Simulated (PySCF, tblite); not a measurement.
**C₇H₆F radical: geometry, infrared bands and EPR parameters**

Aim: predict the infrared bands and EPR parameters of C₇H₆F radical (`[C]#C[C@@H]1C[C@]12C[C@@H]2F`).

The runs use tblite 0.8.0 and PySCF 2.14.0, with density-fitted response routines of our own; the level of theory stands in each step. All values are computed, except where a source is named. Atoms count from 0, in the outputs and in this text.

## Step 1: The molecule as given

14 atoms, charge 0, multiplicity 2; geometry from: force field or distance geometry start.

Bonds of the start (Å): C0–C1 1.19, C1–C2 1.45, C2–C3 1.51, C3–C4 1.40, C4–C5 1.46, C5–C6 1.53, C6–F7 1.40, C4–C2 1.46, C6–C4 1.41, C2–H8 1.11, C3–H9 1.14, C3–H10 1.11, C5–H11 1.12, C5–H12 1.11, C6–H13 1.09.

## Step 2: Geometry optimisation with GFN2-xTB

The job: settings as JSON, then the geometry in Å.

```
{"job": {"kind": "relax", "xc": "GFN2-xTB", "basis": "xTB"}, "charge": 0, "multiplicity": 2}
C      2.373100     1.925800    -0.943600
C      1.734600     1.220700    -0.226400
C      0.988500     0.367400     0.680400
C      0.893400    -1.098500     0.334100
C     -0.208800    -0.260600     0.117300
C     -1.016300     0.052000    -1.052100
C     -1.585300    -0.096100     0.364000
F     -1.969400     1.158800     0.865000
H      1.037100     0.565300     1.771900
H      1.049800    -1.772500     1.240800
H      1.493900    -1.484900    -0.513000
H     -1.401600    -0.765100    -1.715900
H     -1.074700     1.057900    -1.522200
H     -2.315000    -0.870500     0.577700
```

Command:

```console
OMP_NUM_THREADS=1 python probes_run.py task.json out
```

One launch serves the whole session: the jobs run in the order shown.

**Question.** This job is followed by: GFN2-xTB harmonic vibrations, gas phase; UKS B3LYP, pcH-1 on C F H, non-relativistic, mean-field spin-orbit, GIAO. Predict these results of the whole session: strongest single infrared mode (GFN2-xTB); zero-point energy (GFN2-xTB); g(iso) (B3LYP); ⟨S²⟩; largest a(iso); surface potential, 1st and 99th percentile.

The runs gave:

| quantity | value |
| --- | --- |
| strongest single infrared mode (GFN2-xTB) | 2231 cm⁻¹, 116 km/mol |
| zero-point energy (GFN2-xTB) | 64.1 kcal/mol |
| g(iso) (B3LYP) | 2.00378 |
| ⟨S²⟩ | 0.757 (exact 0.75) |
| largest a(iso) | 13C on C0, 626.4 MHz |
| surface potential, 1st and 99th percentile | -1.11 V and 1.24 V |

Relaxing lowered the energy by 0.635 eV in 75 steps; the close pair that moved most is C3–C4, from 1.401 to 1.480 Å. All 36 modes are real, so the xTB geometry is a minimum. The strongest single mode, at 2231 cm⁻¹, moves mainly C1 and C0. GFN2-xTB is a fitted tight-binding method: band positions and strengths are rough. Its intensities can rank the bands wrongly. C0 carries the largest spin population, 0.85 e. The isotropic g lies 1.5 ppt above the free-electron value.
